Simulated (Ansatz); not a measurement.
**AsH4NSi: how energies converge with the basis set**

One table from this session's results is given with a row withheld; the runs are named, their logs left out.

The runs use Ansatz 0.2.0, Gaussian basis; one geometry, several basis sets.

Plan: PBE0-D4/def2-SVP; ωB97M-V/def2-SVP; PBE0-D4/def2-QZVPP; ωB97M-V/def2-QZVPP; the functionals' def2-TZVPP values are taken from earlier runs.

### Structure used throughout

An earlier PBE0-D4 in a triple-zeta def2 set relaxation fixed the geometry.

7 atoms, charge 0, spin multiplicity 1.

Atoms are counted from 1 here; the program's logs count them from 0.

Bond lengths: N1–Si2 1.719 Å, N1–As3 1.953 Å, N1–H4 1.009 Å, Si2–As3 2.291 Å, Si2–H5 1.483 Å, Si2–H6 1.479 Å, As3–H7 1.529 Å. Angles: Si2–N1–As3 76.9°, Si2–N1–H4 125.3°, As3–N1–H4 114.2°, N1–Si2–As3 56.1°, N1–Si2–H5 120.1°, N1–Si2–H6 115.3°, As3–Si2–H5 117.7°, As3–Si2–H6 124.2°, H5–Si2–H6 112.3°, N1–As3–Si2 47.0°, N1–As3–H7 93.7°, Si2–As3–H7 95.8°.

The first run:

in.yaml reads:

```yaml
crystal:
  periodic: [false, false, false]
  atoms:
    - {symbol: N, position_ang: [-0.754549, -0.721490, 0.018475]}
    - {symbol: Si, position_ang: [-0.048169, 0.844806, -0.021899]}
    - {symbol: As, position_ang: [1.096902, -1.083960, -0.485934]}
    - {symbol: H, position_ang: [-1.438275, -1.070612, -0.636961]}
    - {symbol: H, position_ang: [-0.339056, 1.762921, -1.149921]}
    - {symbol: H, position_ang: [0.002318, 1.549306, 1.277835]}
    - {symbol: H, position_ang: [1.542131, -1.348970, 0.952704]}
basis:
  gaussian: {orbitals: def2-SVP}
hamiltonian: {xc: pbe0, dispersion: d4}
output: {orbitals: {seedname: orbitals}}
```

Run with:

```bash
$ ansatz run in.yaml --threads 2 --pin off --events-out ev --progress --plain --max-ram 4352MiB
```

Steps of the session up to this table: PBE0-D4 in def2-SVP; ωB97M-V in def2-SVP; PBE0-D4 in def2-QZVPP; ωB97M-V in def2-QZVPP.

One of the session's tables, all rows but one given; the rest of the session is left out.

It belongs to the step «Density functionals: the series». 

| functional | basis | HOMO (eV) |
| --- | --- | --- |
| PBE0-D4 | def2-SVP | -6.81 |
| PBE0-D4 | def2-TZVPP | -6.89 |
| PBE0-D4 | def2-QZVPP | -6.92 |
| ωB97M-V | def2-SVP | -8.87 |
| ωB97M-V | def2-TZVPP | -8.95 |
| ωB97M-V | def2-QZVPP | ? |

**Question.** Estimate the row for ωB97M-V, def2-QZVPP.

The run gave: HOMO (eV): -8.98. In the column «HOMO (eV)» it is the lowest.
